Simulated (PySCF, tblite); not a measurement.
# C₅H₇NO₂Si: geometry, infrared bands and NMR shifts

What infrared bands and NMR shifts should C₅H₇NO₂Si (`C=NC1=C[SiH2]OC(=O)C1`) show?

Computed with tblite 0.8.0 and PySCF 2.14.0, with density-fitted response routines of our own, on a single molecule in the gas phase. Atoms count from 0, in the outputs and in this text.

### 1 The molecule as given

16 atoms, charge 0, multiplicity 1; geometry from: force field or distance geometry start.

Bonds of the start (Å): C0–N1 1.31, N1–C2 1.42, C2–C3 1.35, C3–Si4 1.86, Si4–O5 1.74, O5–C6 1.41, C6–O7 1.27, C6–C8 1.49, C8–C2 1.46, C0–H9 1.07, C0–H10 1.09, C3–H11 1.05, Si4–H12 1.49, Si4–H13 1.45, C8–H14 1.12, C8–H15 1.12.

### 2 Optimising the geometry with GFN2-xTB

Job settings and geometry (Å):

```
{"job": {"kind": "relax", "xc": "GFN2-xTB", "basis": "xTB"}, "charge": 0, "multiplicity": 1}
C      2.856900    -0.220200    -0.286200
N      1.740700    -0.802000    -0.634400
C      0.474400    -0.319500    -0.197300
C      0.149800     0.922900    -0.614300
Si    -1.501800     1.589600    -0.071300
O     -2.458900     0.180000     0.301400
C     -1.845200    -1.086300     0.292800
O     -2.522700    -2.128000     0.020000
C     -0.392700    -1.164900     0.625800
H      3.818300    -0.573000    -0.590500
H      2.764200     0.670000     0.337400
H      0.832200     1.464600    -1.204900
H     -2.208300     2.209100    -1.225400
H     -1.337500     2.508100     1.039800
H     -0.266600    -1.004400     1.728200
H     -0.110200    -2.237000     0.467600
```

Started as:

```bash
$ OMP_NUM_THREADS=1 python probes_run.py task.json out
```

One launch serves the whole session: the jobs run in the order shown.

**Question.** This job is followed by: GFN2-xTB harmonic vibrations, gas phase; GIAO PBE0/pcSseg-1 NMR shielding, non-relativistic, gas phase. What will the session give for the following? strongest single infrared mode (GFN2-xTB); zero-point energy (GFN2-xTB); 13C shifts against TMS (PBE0/pcSseg-1); 1H shifts against TMS (PBE0/pcSseg-1, means over atoms taken as alike); 15N shifts against NH3 (PBE0/pcSseg-1); 29Si shifts against TMS (PBE0/pcSseg-1); 17O shifts against H2O (PBE0/pcSseg-1); surface potential, 1st and 99th percentile.

The runs gave:

| quantity | value |
| --- | --- |
| strongest single infrared mode (GFN2-xTB) | 1781 cm⁻¹, 599 km/mol |
| zero-point energy (GFN2-xTB) | 68.5 kcal/mol |
| 13C shifts against TMS (PBE0/pcSseg-1) | 170.7, 168.8, 151.4, 94.1, 43.8 ppm |
| 1H shifts against TMS (PBE0/pcSseg-1, means over atoms taken as alike) | 7.64, 7.08, 5.47, 4.50, 3.27 ppm |
| 15N shifts against NH3 (PBE0/pcSseg-1) | 416.9 ppm |
| 29Si shifts against TMS (PBE0/pcSseg-1) | -23.7 ppm |
| 17O shifts against H2O (PBE0/pcSseg-1) | 482.8, 174.7 ppm |
| surface potential, 1st and 99th percentile | -1.95 V and 1.68 V |

**Reading.** The optimisation took 98 steps and gained 0.894 eV; among the close pairs (by a distance rule), Si4–O5 changed most, from 1.744 to 1.654 Å. All 42 modes are real, so the xTB geometry is a minimum. The strongest single mode, at 1781 cm⁻¹, moves mainly C6 and O7. GFN2-xTB is a fitted tight-binding method: band positions and strengths are rough. Its intensities can rank the bands wrongly. At PBE0/pcSseg-1: The widest tensor belongs to O7: span 714 ppm, with a paramagnetic part of -544 ppm. At PBE0/pcSseg-1, counted by nearest atom on the grid, the HOMO lies on C3 32 %; N1 23 %, the LUMO on C0 26 %; N1 20 %.
